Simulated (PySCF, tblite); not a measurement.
**C4H7F2Si radical: geometry, infrared bands and EPR parameters**

Aim: predict the infrared bands and EPR parameters of C4H7F2Si radical (`C=C([SiH3])[CH]C(F)F`).

The runs use tblite 0.8.0 and PySCF 2.14.0, with density-fitted response routines of our own; the level of theory stands in each step. All values are computed, except where a source is named. Atoms count from 0, in the outputs and in this text.

## 1. Starting geometry

14 atoms, charge 0, multiplicity 2; geometry from: force field or distance geometry start.

Bonds of the start (Å): C0–C1 1.35, C1–Si2 1.86, C1–C3 1.46, C3–C4 1.48, C4–F5 1.35, C4–F6 1.36, C0–H7 1.09, C0–H8 1.09, Si2–H9 1.49, Si2–H10 1.48, Si2–H11 1.50, C3–H12 1.09, C4–H13 1.10.

## 2. Geometry optimisation with GFN2-xTB

The job: settings as JSON, then the geometry in Å.

```
{"job": {"kind": "relax", "xc": "GFN2-xTB", "basis": "xTB"}, "charge": 0, "multiplicity": 2}
C     -1.112800    -1.766700     0.051300
C     -0.482200    -0.578300    -0.009700
Si    -1.374000     0.984900    -0.468300
C      0.939600    -0.524400     0.320200
C      1.836800     0.653500     0.230000
F      1.415600     1.663000     1.027600
F      3.090300     0.333200     0.639700
H     -2.174200    -1.855700    -0.173400
H     -0.610400    -2.688200     0.331400
H     -1.835200     1.705000     0.751000
H     -0.470100     1.847800    -1.265800
H     -2.568700     0.649000    -1.304800
H      1.424500    -1.447200     0.654700
H      1.920200     1.023700    -0.806200
```

On the command line:

```console
> OMP_NUM_THREADS=1 python probes_run.py task.json out
```

One launch serves the whole session: the jobs run in the order shown.

**Question.** This job is followed by: GFN2-xTB harmonic vibrations, gas phase; UKS B3LYP, pcH-1 on C F H Si, non-relativistic, mean-field spin-orbit, GIAO. Predict these results of the whole session: strongest single infrared mode (GFN2-xTB); zero-point energy (GFN2-xTB); g(iso) (B3LYP); ⟨S²⟩; largest a(iso) (averaged by class); potential on the surface of density 0.002 e/bohr³, 1st and 99th percentile.

**Answer**, as computed:

| quantity | value |
| --- | --- |
| strongest single infrared mode (GFN2-xTB) | 2249 cm⁻¹, 292 km/mol |
| zero-point energy (GFN2-xTB) | 57.0 kcal/mol |
| g(iso) (B3LYP) | 2.00242 |
| ⟨S²⟩ | 0.778 (exact 0.75) |
| largest a(iso) (averaged by class) | 19F on F5, F6, 81.6 MHz |
| potential on the surface of density 0.002 e/bohr³, 1st and 99th percentile | -0.91 V and 1.13 V |

What this shows: Relaxing lowered the energy by 0.192 eV in 78 steps; the close pair that moved most is C1–C3, from 1.461 to 1.383 Å. No mode is imaginary among the 36: a minimum at this level. The strongest single mode, at 2249 cm⁻¹, moves mainly H10. GFN2-xTB is a fitted tight-binding method: band positions and strengths are rough. Its intensities can rank the bands wrongly. The largest spin populations lie on C3 (0.67 e), C0 (0.66 e). The isotropic g lies 0.1 ppt above the free-electron value. These values are for one conformer; the search (at its own cheap level) found 2 more, at 1.23, 1.23 kcal/mol, and measured spectra average over such forms.
